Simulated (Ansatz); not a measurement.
**GeNH₂ (doublet): the correlation ladder at twist about Ge1–N2 = 61.7°, cc-pVDZ**

An exercise on one series of results from a longer session: the logs are not shown, and one member is left open.

Computed with Ansatz 0.2.0, Gaussian basis. Level: cc-pVDZ, core rule «outside noble gas», up to 15 orbitals frozen.

Plan: UHF; CCSD(T) on ROHF; CCSD(T) on UHF; BCCD(T) on ROHF; CISD; CCSDT(Q) on ROHF; CCSDT(Q) on UHF; CASSCF and MRCISD+Q, 3 electrons in 3 orbitals; CASSCF and NEVPT2, 3 electrons in 3 orbitals.

41 further runs of the same task are left out: 18 for a known fault of the program, 4 for a mislabelled method, 14 that didn't finish, 5 set aside as unsound or not needed.

## What is computed

The geometry derives from a PBE0/def2-TZVP stationary point (not a proven minimum). One half is turned about the bond named; the halves are rigid. No spin-orbit coupling is included. The filled d shell of Ge may be among the frozen orbitals whatever the setting's name suggests; the logs give the count.

4 atoms, charge 0, spin multiplicity 2.

Atoms are counted from 1 here; the program's logs count them from 0.

Bond lengths: Ge1–N2 1.713 Å, Ge1–H3 1.581 Å, N2–H4 1.013 Å. Angles: N2–Ge1–H3 106.3°, Ge1–N2–H4 127.4°.

Set-up of the first run:

in.yaml reads:

```yaml
crystal:
  periodic: [false, false, false]
  atoms:
    - {symbol: Ge, position_ang: [0.008063, -0.055345, 0.286990]}
    - {symbol: N, position_ang: [0.008063, 0.194403, -1.407491]}
    - {symbol: H, position_ang: [0.008063, 1.380835, 0.947905]}
    - {symbol: H, position_ang: [-0.701159, -0.093717, -2.071599]}
basis:
  gaussian: {orbitals: cc-pVDZ}
magnetization: {spin_polarized: true, initial_magnetization: 1}
hamiltonian: {xc: hf}
output: {orbitals: {seedname: orbitals}}
```

Command:

```bash
$ ansatz run in.yaml --threads 1 --pin off --events-out ev --progress --plain --max-ram 2393MiB
```

Steps of the session up to this table: UHF; CCSD(T) on ROHF; CCSD(T) on UHF; BCCD(T) on ROHF; CISD; CCSDT(Q) on ROHF; CCSDT(Q) on UHF; CASSCF and MRCISD+Q, 3 electrons in 3 orbitals; CASSCF and NEVPT2, 3 electrons in 3 orbitals.

One of the session's tables, all rows but one given; the rest of the session is left out.

It belongs to the step «Misses and costs». 

```
   method  from RCCSDT(Q) (kcal/mol)
     ROHF                    +174.49
      UHF                    +169.17
     RMP2                     +33.30
     UMP2                     +33.68
    RCCSD                          ?
    UCCSD                      +8.26
 RCCSD(T)                      +2.17
 UCCSD(T)                      +2.33
  BCCD(T)                      +1.82
   RCCSDT                      +0.81
   UCCSDT                      +0.83
RCCSDT(Q)                          0
UCCSDT(Q)                      -0.04
```

Estimate the missing values for RCCSD.

The run gave: from RCCSDT(Q) (kcal/mol): +8.18. In the column «from RCCSDT(Q) (kcal/mol)» it lies between UCCSD(T) (+2.33) and UCCSD (+8.26).

Not comparable, so not listed: CISD; CASSCF and NEVPT2, 3 electrons in 3 orbitals (they don't share determinant, frozen orbitals or solution with the rows shown, or repeat one).

Limits of these values: Left out of the table: CASSCF pair, MRCISD pair, MRCISD+Q pair (the active space lost an orbital or holds another state than full CI finds). Restricted and unrestricted rows rest on different reference determinants; where their highest levels disagree by more than a few hundredths of an eV, they describe different states and don't form one ladder. Warnings in the runs' records: passed over end.
